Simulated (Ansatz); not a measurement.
# CH5BOS: the cost of one run

Program: Ansatz 0.2.0 through its Python package. Level of theory: PBE0/def2-SVPD. These are calculated values, not measurements.

**1. The structure**

Bond lengths: C1–B2 1.585 Å, B2–O3 1.330 Å, B2–S4 1.831 Å, C1–H5 1.089 Å, C1–H6 1.089 Å, C1–H7 1.086 Å, O3–H8 0.958 Å, S4–H9 1.323 Å. Angles: C1–B2–O3 119.8°, C1–B2–S4 120.3°, O3–B2–S4 119.9°, B2–C1–H5 111.3°, B2–C1–H6 111.8°, B2–C1–H7 111.2°, H5–C1–H6 106.8°, H5–C1–H7 107.6°, H6–C1–H7 107.9°, B2–O3–H8 119.3°, B2–S4–H9 97.7°.

The script holds or builds the structure itself.

**2. Script**

File ch5bos.py:

```python
"""Dipole of CH5BOS in the field of point charges."""

import ansatz as az
import numpy as np

geometry = (
    az.Crystal.molecule()
    .atom("C", (0.2177, 0.8579, -0.6652))
    .atom("B", (0.0969, -0.4981, 0.1474))
    .atom("O", (0.8636, -1.5351, -0.1789))
    .atom("S", (-1.097, -0.6457, 1.5272))
    .atom("H", (-0.7116, 1.095, -1.1806))
    .atom("H", (0.4403, 1.7014, -0.014))
    .atom("H", (1.0029, 0.7983, -1.413))
    .atom("H", (0.7822, -2.3524, 0.314))
    .atom("H", (-1.595, 0.5787, 1.4632))
)

base = (
    geometry.calculation()
    .basis(gaussian="def2-SVPD")
    .functional("pbe0")
    .scf(lower_state_search="light")
    .forces()
)
# charges +q and -q at -R and +R make a nearly even field 2 k q / R^2 at the centre
centre = np.mean([site.position_ang for site in geometry.cartesian_sites], axis=0)
field = 2 * 14.399645 * 2.0 / 25.0 ** 2


def dipole(axis, sign):
    arm = 25.0 * np.eye(3)[axis]
    pair = [{"charge": sign * 2.0, "position_ang": (centre - arm).tolist()}, {"charge": -sign * 2.0, "position_ang": (centre + arm).tolist()}]
    deck = base.input().set(az.key.basis.gaussian.point_charges, pair)
    return np.array(az.Session.from_dict(deck).plan().execute().report["charge_distribution"]["dipole_moment_e_ang"])


print(f"field {field:.4f} V/A")
alpha = np.array([(dipole(axis, 1) - dipole(axis, -1)) / (2 * field) * 14.399645 for axis in range(3)])
print("polarisability tensor (A^3)")
print(np.array2string(alpha, precision=3, suppress_small=True))
print(f"mean {np.trace(alpha) / 3:.3f} A^3 = {np.trace(alpha) / 3 / 0.14818471:.2f} bohr^3")
```

**3. Launch**

On the command line:

```
$ python ch5bos.py
```

What time and memory should one allow on 1 thread of Arm Neoverse V2, shared host?

About 26 s, with a peak of 0.33 GiB.
